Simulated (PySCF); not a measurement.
**C3H9AlS: electronic excitations and core binding energies**

Wanted: the electronic excitations and core binding energies of C3H9AlS (`C[S@@+]1C[CH2][AlH2-]1`), by calculation.

Computed with PySCF 2.14.0, with density-fitted response routines of our own, on a single molecule in the gas phase. Atoms are numbered from 0 throughout.

## 1. Starting geometry

14 atoms, charge 0, multiplicity 1; geometry from: GFN2-xTB.

Bonds of the start (Å): C0–S1 1.81, S1–C2 1.83, C2–C3 1.54, C3–Al4 2.03, Al4–S1 2.50, C0–H5 1.09, C0–H6 1.09, C0–H7 1.09, C2–H8 1.09, C2–H9 1.09, C3–H10 1.10, C3–H11 1.10, Al4–H12 1.55, Al4–H13 1.56.

## 2. TDDFT and polarisability: PBE0/def2-SVPD

Job settings and geometry (Å):

```
{"job": {"kind": "uv", "xc": "PBE0", "basis": "def2-SVPD", "nstates": 8, "ntriplets": 3}, "charge": 0, "multiplicity": 1}
C      1.626764     0.099232     0.931391
S      1.163343    -0.384748    -0.751896
C     -0.433715    -1.208123    -0.399177
C     -1.460980    -0.163569     0.061318
Al    -0.590567     1.390509    -0.909881
H      2.608187     0.558945     0.868946
H      0.905200     0.817624     1.324889
H      1.673834    -0.789628     1.553320
H     -0.237292    -2.012818     0.311183
H     -0.715745    -1.650338    -1.355135
H     -1.464051    -0.121171     1.161477
H     -2.461270    -0.521902    -0.212261
H     -0.746263     1.442357    -2.454387
H      0.131877     2.543158    -0.151953
```

With the program's defaults for keys left out, this is: TDDFT PBE0/def2-SVPD, vertical, gas phase, core orbitals frozen in the response.

Command:

```sh
> OMP_NUM_THREADS=1 python probes_run.py task.json out
```

This one command runs all jobs of the session in turn.

The log of the run:

```text
coarse grid: 12088 points
cycle   1  E = -759.5434284156  dE =  2.235e-01  |g| = 3.457e-01  |ddm| = 4.406e+00
cycle   2  E = -759.5337688771  dE =  9.660e-03  |g| = 4.004e-01  |ddm| = 1.037e+00
cycle   3  E = -759.5775196496  dE = -4.375e-02  |g| = 4.981e-02  |ddm| = 5.763e-01
cycle   4  E = -759.5782034296  dE = -6.838e-04  |g| = 1.868e-02  |ddm| = 1.254e-01
cycle   5  E = -759.5782954023  dE = -9.197e-05  |g| = 5.650e-03  |ddm| = 3.623e-02
cycle   6  E = -759.5783036998  dE = -8.298e-06  |g| = 1.131e-03  |ddm| = 1.020e-02
final grid: 105608 points
cycle   7  E = -759.6666249443  dE = -3.045e-05  |g| = 8.600e-03  |ddm| = 9.028e-02
cycle   8  E = -759.6666087220  dE =  1.622e-05  |g| = 1.153e-02  |ddm| = 2.677e-02
cycle   9  E = -759.6666444524  dE = -3.573e-05  |g| = 6.289e-04  |ddm| = 1.595e-02
cycle  10  E = -759.6666445654  dE = -1.130e-07  |g| = 1.910e-04  |ddm| = 1.582e-03
cycle  11  E = -759.6666445741  dE = -8.679e-09  |g| = 7.350e-05  |ddm| = 3.863e-04
cycle  12  E = -759.6666445756  dE = -1.556e-09  |g| = 1.370e-05  |ddm| = 1.545e-04
cycle  13  E = -759.6666445757  dE = -5.571e-11  |g| = 2.280e-06  |ddm| = 3.538e-05
converged SCF energy = -759.6666445757

Static polarisability (au): isotropic 84.646, principal 77.135 85.729 91.075

Singlet excitations
state   eV       nm        f      main configurations
  1   5.8216    213.0   0.00564   H->L 0.98
  2   6.1964    200.1   0.00798   H->L+1 0.57, H-1->L+1 0.21
  3   6.2623    198.0   0.00888   H-1->L 0.36, H->L+1 0.30, H-1->L+1 0.19
  4   6.3417    195.5   0.00041   H-2->L 0.40, H-1->L+1 0.37, H-1->L 0.16
  5   6.5578    189.1   0.10316   H-2->L 0.45, H-1->L 0.37
  6   6.6113    187.5   0.00877   H->L+2 0.91
  7   6.8051    182.2   0.00885   H->L+3 0.89
  8   6.8768    180.3   0.02138   H-2->L+1 0.74, H-1->L+1 0.12

Triplet excitations (Tamm-Dancoff, eV): 5.4430 5.7280 5.7903
```

Run time: 51 s. Hardware: 1 thread of Arm Neoverse N1, shared host; peak memory 0.73 GiB.

Frontier orbitals and where they lie:

```csv
orbital,eV,atoms
HOMO−3,-9.61,"S1 44 %, C2 17 %, C3 12 %"
HOMO−2,-7.82,"Al4 29 %, H13 26 %, S1 17 %"
HOMO−1,-7.66,"S1 43 %, Al4 15 %, H12 11 %"
HOMO,-7.25,"C3 35 %, Al4 21 %, C2 10 %"
LUMO,-0.13,"Al4 47 %, S1 16 %, H13 9 %"
LUMO+1,0.14,"S1 51 %, C2 12 %, C0 10 %"
LUMO+2,0.40,"S1 21 %, Al4 19 %, C3 8 %"
```

With each of the 8 states as a Gaussian band of 0.4 eV half-width at 1/e, the curve within the window shown has maxima at 189 nm (ε 5,600) L/(mol cm). Beyond the last state computed it falls off for lack of states. The curve at chosen wavelengths:

(nm, ε (L/mol/cm)): (173, 1076), (176, 1964), (178, 2701), (181, 3888), (183, 4614), (186, 5387), (188, 5603), (191, 5435), (193, 5043), (196, 4193), (199, 3239), (201, 2641), (204, 1880), (206, 1479), (209, 1026), (211, 807), (214, 569), (217, 406), (219, 325), (222, 231), (224, 183), (227, 126), (229, 96), (232, 63), (234, 46), (237, 29)

Leading natural transition orbitals of singlet state 5: the hole lies on S1 58 %; C3 9 %; H13 7 %; the particle on Al4 28 %; H13 16 %; H12 13 %.

Leading natural transition orbitals of singlet state 1: the hole lies on C3 37 %; H12 13 %; Al4 13 %; the particle on Al4 36 %; H12, H13 about 16 % each; S1 8 %.

Ground-state properties from the same run:

```csv
property,computed
dipole moment (D),2.95
polarisability (Å³),12.54
HOMO–LUMO gap (eV),7.12
−ε(HOMO) (eV),7.25
```

The fields below are evaluated on a grid from the run's orbitals.

Frontier orbitals at PBE0/def2-SVPD, with the share of their density that lies nearest to each atom:

```csv
orbital,energy (eV),lies on
HOMO,-7.25,C3 37 %; H12 14 %; Al4 13 %
LUMO,-0.13,"Al4 31 %; H12, H13 about 17 % each; S1 9 %"
```

ELF in a plane through or near 5 of the atoms.

Values, 10 rows by 14 columns:
```
0.00 0.00 0.00 0.00 0.00 0.00 0.00 0.00 0.00 0.00 0.00 0.00 0.00 0.00
0.00 0.00 0.00 0.00 0.00 0.00 0.00 0.00 0.00 0.00 0.00 0.00 0.00 0.00
0.00 0.00 0.00 0.00 0.00 0.00 0.32 0.98 0.74 0.01 0.00 0.00 0.00 0.00
0.00 0.00 0.01 0.61 0.94 0.12 0.21 1.00 0.82 0.12 0.01 0.00 0.00 0.00
0.00 0.00 0.04 0.31 0.90 0.59 0.22 0.53 0.35 0.22 0.05 0.02 0.00 0.00
0.00 0.00 0.89 1.00 0.64 0.67 0.55 0.21 0.33 0.29 0.06 0.01 0.00 0.00
0.00 0.00 0.23 0.83 0.13 0.03 0.19 0.17 0.72 0.45 0.29 0.03 0.00 0.00
0.00 0.00 0.00 0.00 0.00 0.38 0.93 0.45 0.19 0.99 0.94 0.21 0.00 0.00
0.00 0.00 0.00 0.00 0.00 0.28 0.79 0.30 0.12 0.48 0.30 0.01 0.00 0.00
0.00 0.00 0.00 0.00 0.00 0.00 0.00 0.00 0.00 0.00 0.00 0.00 0.00 0.00
```
The map spans 10.7 Å across and 10.1 Å up, centred on the molecule. Atoms in the plane (x, y in Å): C0 (-1.9, 0.1), C2 (0.7, 1.0), Al4 (0.8, -1.6), H5 (-2.7, -0.4), H8 (0.3, 2.0).

On the surface of density 0.002 e/bohr³ the electrostatic potential runs, from the 1st to the 99th percentile, from -1.00 to 1.42 V.

## 3. Core-electron binding energies: SCAN, X2C

The job, as its differences from that of step 2:

```diff
@@ -1,2 +1,2 @@
-{"job": {"kind": "uv", "xc": "PBE0", "basis": "def2-SVPD", "nstates": 8, "ntriplets": 3}, "charge": 0, "multiplicity": 1}
+{"job": {"kind": "xps"}, "charge": 0, "multiplicity": 1}
 C      1.626764     0.099232     0.931391
```

Level: delta-SCF UKS SCAN, pcX-2 on the ionised atom, pcseg-1 elsewhere, spin-free X2C.

The log of the run:

```text
ground state, core basis on atom 0 (C), 154 functions
  cycle   1  E = -761.60001097  |g| = 4.81e-01
  cycle   2  E = -761.53784467  |g| = 6.67e-01
  cycle   3  E = -761.66270261  |g| = 9.11e-02
  cycle   4  E = -761.66511984  |g| = 3.47e-02
  cycle   5  E = -761.66543881  |g| = 1.15e-02
  cycle   6  E = -761.66547804  |g| = 2.92e-03
  cycle   7  E = -761.66547665  |g| = 1.16e-03
  cycle   8  E = -761.66547495  |g| = 3.49e-04
  E(ground) = -761.71771881 Eh
hole in C 1s of atom 0
  cycle   1  E = -750.37710705  |g| = 1.50e+00
  cycle   2  E = -748.33801246  |g| = 2.24e+00
  cycle   3  E = -750.69244511  |g| = 6.17e-01
  cycle   4  E = -750.88901640  |g| = 3.24e-01
  cycle   5  E = -750.94167484  |g| = 1.24e-01
  cycle   6  E = -750.94910129  |g| = 4.08e-02
  cycle   7  E = -750.95000493  |g| = 8.87e-03
  cycle   8  E = -750.95005130  |g| = 4.67e-03
  cycle   9  E = -750.95006817  |g| = 1.69e-03
  cycle  10  E = -750.95007022  |g| = 9.63e-04
  cycle  11  E = -750.95007302  |g| = 4.45e-04
  E(ion) = -751.00264859 Eh   <S^2> = 0.7737   hole on atom = 1.000   binding energy = 291.572 eV
ground state, core basis on atom 1 (S), 165 functions
  cycle   1  E = -761.81627509  |g| = 4.05e-01
  cycle   2  E = -761.81597124  |g| = 5.23e-02
  cycle   3  E = -761.81495752  |g| = 8.00e-02
  cycle   4  E = -761.81669311  |g| = 5.58e-03
  cycle   5  E = -761.81669501  |g| = 2.95e-03
  cycle   6  E = -761.81669823  |g| = 4.20e-04
  E(ground) = -761.85496147 Eh
hole in S 1s of atom 1
  cycle   1  E = -669.55122365  |g| = 5.08e+00
  cycle   2  E = -667.44252498  |g| = 2.85e+00
  cycle   3  E = -659.76839311  |g| = 2.98e+00
  cycle   4  E = -670.74625670  |g| = 2.11e-01
  cycle   5  E = -670.75395413  |g| = 2.00e-01
  cycle   6  E = -670.77319296  |g| = 5.14e-02
  cycle   7  E = -670.77444069  |g| = 1.67e-02
  cycle   8  E = -670.77458578  |g| = 5.14e-03
  cycle   9  E = -670.77460084  |g| = 1.29e-03
  cycle  10  E = -670.77460288  |g| = 6.68e-04
  cycle  11  E = -670.77460161  |g| = 2.76e-04
  E(ion) = -670.80427809 Eh   <S^2> = 0.7517   hole on atom = 1.000   binding energy = 2477.615 eV
hole in S 2p of atom 1
  cycle   1  E = -755.11062968  |g| = 1.54e+00
  cycle   2  E = -753.21930878  |g| = 2.04e+00
  cycle   3  E = -755.26054760  |g| = 6.65e-01
  cycle   4  E = -755.54701415  |g| = 1.56e-01
  cycle   5  E = -755.55025431  |g| = 1.33e-01
  cycle   6  E = -755.55995452  |g| = 2.07e-02
  cycle   7  E = -755.56013487  |g| = 1.26e-02
  cycle   8  E = -755.56021307  |g| = 3.34e-03
  cycle   9  E = -755.56022070  |g| = 1.10e-03
  cycle  10  E = -755.56022053  |g| = 5.83e-04
  cycle  11  E = -755.56022233  |g| = 2.64e-04
  E(ion) = -755.60439496 Eh   <S^2> = 0.7533   hole on atom = 1.001   binding energy = 170.087 eV
  2p3/2 = 169.838 eV   2p1/2 = 171.085 eV
ground state, core basis on atom 2 (C), 154 functions
  cycle   1  E = -761.66641554  |g| = 6.26e-02
  cycle   2  E = -761.66611588  |g| = 4.35e-02
  cycle   3  E = -761.66641451  |g| = 2.84e-02
  cycle   4  E = -761.66663470  |g| = 4.51e-03
  cycle   5  E = -761.66663937  |g| = 6.58e-04
  cycle   6  E = -761.66663867  |g| = 1.79e-04
  E(ground) = -761.71906204 Eh
hole in C 1s of atom 2
  cycle   1  E = -750.37529821  |g| = 1.51e+00
  cycle   2  E = -747.90359990  |g| = 2.36e+00
  cycle   3  E = -750.67072990  |g| = 6.40e-01
  cycle   4  E = -750.90159730  |g| = 3.12e-01
  cycle   5  E = -750.94788743  |g| = 1.29e-01
  cycle   6  E = -750.95607547  |g| = 3.29e-02
  cycle   7  E = -750.95667951  |g| = 9.38e-03
  cycle   8  E = -750.95673828  |g| = 4.55e-03
  cycle   9  E = -750.95675868  |g| = 2.26e-03
  cycle  10  E = -750.95676628  |g| = 9.80e-04
  cycle  11  E = -750.95676652  |g| = 4.97e-04
  E(ion) = -751.00915399 Eh   <S^2> = 0.7802   hole on atom = 1.000   binding energy = 291.431 eV
ground state, core basis on atom 3 (C), 154 functions
  cycle   1  E = -761.66659540  |g| = 5.85e-02
  cycle   2  E = -761.66650479  |g| = 2.66e-02
  cycle   3  E = -761.66651785  |g| = 2.54e-02
  cycle   4  E = -761.66668220  |g| = 2.14e-03
  cycle   5  E = -761.66668312  |g| = 4.31e-04
  E(ground) = -761.71901109 Eh
hole in C 1s of atom 3
  cycle   1  E = -750.44623343  |g| = 1.51e+00
  cycle   2  E = -749.62480180  |g| = 1.90e+00
  cycle   3  E = -750.96904149  |g| = 3.54e-01
  cycle   4  E = -751.00754562  |g| = 1.84e-01
  cycle   5  E = -751.02620825  |g| = 5.88e-02
  cycle   6  E = -751.02779605  |g| = 1.21e-02
  cycle   7  E = -751.02786157  |g| = 6.76e-03
  cycle   8  E = -751.02789133  |g| = 1.94e-03
  cycle   9  E = -751.02789392  |g| = 1.08e-03
  cycle  10  E = -751.02789607  |g| = 5.01e-04
  cycle  11  E = -751.02789600  |g| = 1.31e-04
  E(ion) = -751.07951805 Eh   <S^2> = 0.7685   hole on atom = 1.000   binding energy = 289.515 eV
ground state, core basis on atom 4 (Al), 165 functions
  cycle   1  E = -761.73482978  |g| = 2.41e-01
  cycle   2  E = -761.73489026  |g| = 4.09e-02
  cycle   3  E = -761.73487166  |g| = 3.11e-02
  cycle   4  E = -761.73503664  |g| = 8.65e-03
  cycle   5  E = -761.73505581  |g| = 9.69e-04
  cycle   6  E = -761.73505536  |g| = 2.44e-04
  E(ground) = -761.75093150 Eh
hole in Al 1s of atom 4
  cycle   1  E = -703.18667320  |g| = 3.97e+00
  cycle   2  E = -703.25511283  |g| = 2.04e+00
  cycle   3  E = -703.84829606  |g| = 6.91e-01
  cycle   4  E = -704.11223838  |g| = 3.47e-01
  cycle   5  E = -704.19175715  |g| = 1.07e-01
  cycle   6  E = -704.19725863  |g| = 4.75e-02
  cycle   7  E = -704.19849419  |g| = 1.46e-02
  cycle   8  E = -704.19860980  |g| = 4.99e-03
  cycle   9  E = -704.19862311  |g| = 1.57e-03
  cycle  10  E = -704.19862489  |g| = 5.43e-04
  cycle  11  E = -704.19862512  |g| = 1.86e-04
  E(ion) = -704.21799133 Eh   <S^2> = 0.7523   hole on atom = 1.000   binding energy = 1565.551 eV
hole in Al 2p of atom 4
  cycle   1  E = -758.52152193  |g| = 1.08e+00
  cycle   2  E = -758.38871227  |g| = 9.93e-01
  cycle   3  E = -758.74400625  |g| = 2.91e-01
  cycle   4  E = -758.80193068  |g| = 1.03e-01
  cycle   5  E = -758.80727697  |g| = 4.64e-02
  cycle   6  E = -758.80846383  |g| = 1.51e-02
  cycle   7  E = -758.80857735  |g| = 6.10e-03
  cycle   8  E = -758.80859730  |g| = 1.54e-03
  cycle   9  E = -758.80859997  |g| = 4.75e-04
  E(ion) = -758.83040381 Eh   <S^2> = 0.7527   hole on atom = 1.003   binding energy = 79.472 eV
  2p3/2 = 79.052 eV   2p1/2 = 79.587 eV
```

It took 2.4 min on 1 thread of Arm Neoverse N1, shared host; peak memory 0.6 GiB.

Binding energies by hole, beside the orbital energy of the ground state; the difference holds orbital relaxation and, for a density functional, its self-interaction error:

```csv
hole,stands for,environment,ΔSCF (eV; 2p as the shell's mean),−ε (eV),⟨S²⟩
C1s on C0,C0,methyl carbon bonded to S,291.57,274.8,0.774
S1s on S1,S1,"sulfur bonded to 2 C, Al, in a 4-membered ring",2477.62,2415.7,0.752
S2p on S1,S1,"sulfur bonded to 2 C, Al, in a 4-membered ring",170.25,158.8,0.753
C1s on C2,C2,sp3 CH2 bonded to S,291.43,274.9,0.780
C1s on C3,C3,sp3 CH2 bonded to Al,289.52,273.0,0.768
Al1s on Al4,Al4,"aluminium bonded to C, S, 2 H, in a 4-membered ring",1565.55,1517.1,0.752
Al2p on Al4,Al4,"aluminium bonded to C, S, 2 H, in a 4-membered ring",79.23,69.7,0.753
```

With the spin-orbit splitting: S1 2p3/2 169.84, 2p1/2 171.08 eV; Al4 2p3/2 79.05, 2p1/2 79.59 eV. The table gives each 2p level as the mean over the whole 2p shell (two parts 2p3/2, one part 2p1/2), which differs a little from the single hole in the log.

## 4. Results

| quantity | value |
| --- | --- |
| lowest singlet (PBE0/def2-SVPD) | 5.82 eV (213 nm), f = 0.006 |
| brightest single state of those computed | state 5, 6.56 eV, f = 0.103 |
| lowest triplet | 5.44 eV |
| surface potential, 1st and 99th percentile | -1.00 V and 1.42 V |
| C1s binding energies, SCAN/pcX-2 | C0 291.57, C2 291.43, C3 289.52 eV |
| S1s binding energies, SCAN/pcX-2 | S1 2477.62 eV |
| S2p binding energies, SCAN/pcX-2 | S1 170.25 eV |
| Al1s binding energies, SCAN/pcX-2 | Al4 1565.55 eV |
| Al2p binding energies, SCAN/pcX-2 | Al4 79.23 eV |

**Reading.** The first singlet state (HOMO→LUMO 0.98) lies at 5.82 eV and is weak; of the 8 states computed, the strongest absorption comes from state 5 at 6.56 eV. The lowest triplet lies 0.38 eV below the lowest singlet (triplets in Tamm-Dancoff, singlets in full TDDFT). The C1s levels kept as sound span 2.06 eV, from C3 (sp3 CH2 bonded to Al) up to C0 (methyl carbon bonded to S).
